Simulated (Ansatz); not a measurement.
# CaMg2 and its elements: a formation energy from the elements

Computed with Ansatz 0.2.0, Python API.

The script, `formation.py`:
```python
"""Heat of formation of CaMg2 at zero temperature, after relaxing atoms and volume at fixed cell shape."""

from collections import Counter
import warnings

import ansatz as az
import numpy as np

SETTINGS = {
    "xc": "pbesol",
    "max_iterations": 200,
    "kspacing": 0.39,
    "filling": "fermi_dirac",
    "smearing_width": 0.1,
}

PHASES = {
    "CaMg2": (
        [(3.468288, 0.0, 0.0), (-1.734144, 3.003625, 0.0), (0.0, 0.0, 16.798522)],
        [
            ("Ca", (1 / 3, 2 / 3, 0.75)),
            ("Ca", (2 / 3, 1 / 3, 0.25)),
            ("Mg", (2 / 3, 1 / 3, 0.579062)),
            ("Mg", (2 / 3, 1 / 3, 0.920938)),
            ("Mg", (1 / 3, 2 / 3, 0.079062)),
            ("Mg", (1 / 3, 2 / 3, 0.420938)),
        ],
    ),
    "Ca": (
        [(0.0, 2.7942, 2.7942), (2.7942, 0.0, 2.7942), (2.7942, 2.7942, 0.0)],
        [
            ("Ca", (0.0, 0.0, 0.0)),
        ],
    ),
    "Mg": (
        [(3.2093, 0.0, 0.0), (-1.60465, 2.779335, 0.0), (0.0, 0.0, 5.2103)],
        [
            ("Mg", (1 / 3, 2 / 3, 0.25)),
            ("Mg", (2 / 3, 1 / 3, 0.75)),
        ],
    ),
}


def build(vectors, sites):
    crystal = az.Crystal(lattice=az.Lattice.of(vectors))
    for symbol, position in sites:
        crystal = crystal.atom(symbol, position)
    return crystal


def solve(name, crystal):
    calc = (
        crystal.calculation()
        .functional(SETTINGS["xc"])
        .accuracy("medium")
        .basis(47 * az.Ry)
        .scf(max_iterations=SETTINGS["max_iterations"], algorithm="direct_min")
        .kpoints(spacing=SETTINGS["kspacing"])
        .occupations(SETTINGS["filling"], width=SETTINGS["smearing_width"])
        .stress()
    )
    calc = calc.relax(force_tolerance=0.01, fix_cell=["shape"])
    return calc.run()


def counts(outcome):
    return Counter(site.symbol for site in outcome.lattice.sites)

def formation_energy(outcome, mu):
    n = counts(outcome)
    return (outcome.report["energy_sigma0_ev"] - sum(k * mu[element] for element, k in n.items())) / sum(n.values())


def volume_per_atom(outcome):
    return abs(np.linalg.det(outcome.lattice.cell_ang)) / len(outcome.lattice.sites)

warnings.simplefilter("ignore", az.DeckWarning)

phases = {name: build(*cell) for name, cell in PHASES.items()}

done = {}
for name, crystal in phases.items():
    done[name] = solve(name, crystal)
    print(f"{name}: {done[name].report['energy_sigma0_ev']:.4f} eV, {len(done[name].lattice.sites)} atoms")

# chemical potentials of the elements at zero temperature
references = {"Ca": "Ca", "Mg": "Mg"}
mu = {element: done[name].report["energy_sigma0_ev"] / len(done[name].lattice.sites) for element, name in references.items()}

target = done["CaMg2"]
heat = formation_energy(target, mu)
rows = [(name, len(o.lattice.sites), volume_per_atom(o), formation_energy(o, mu)) for name, o in done.items()]
print("     phase       atoms  V (A^3/atom)  E_form (eV/atom)")
for row in rows:
    print(f"{str(row[0]):>10}  {row[1]:10d}  {row[2]:12.3f}  {row[3]:16.4f}")
```

```console
$ python formation.py
CaMg2: -11234.9789 eV, 6 atoms
Ca: -1793.7309 eV, 1 atoms
Mg: -3824.0384 eV, 2 atoms
     phase       atoms  V (A^3/atom)  E_form (eV/atom)
     CaMg2           6        28.437            0.0933
        Ca           1        40.504            0.0000
        Mg           2        22.558            0.0000
```

The settings weren't tested for convergence. For the metals among these phases the mesh is modest: differences between phases can be off by up to 40 meV an atom. Atoms and volume are relaxed with the cell's shape held, which in cells of lower than cubic symmetry can hide stresses and shift volumes. The cells come from databases of deposited and of computed structures, and not all need be stable phases. The compound is the structure given, not necessarily its lowest; energies are at zero temperature, with no correction for gases. A semilocal functional's error on such energies is often 0.05 to 0.1 eV an atom, and 0.1 to 0.3 eV against gases such as O2 or F2. The whole script took 69 s on 1 thread of Arm Neoverse V1 (shared host), peak memory 0.64 GiB.

(Lines on the test bed's own set-up are left out of the output.)
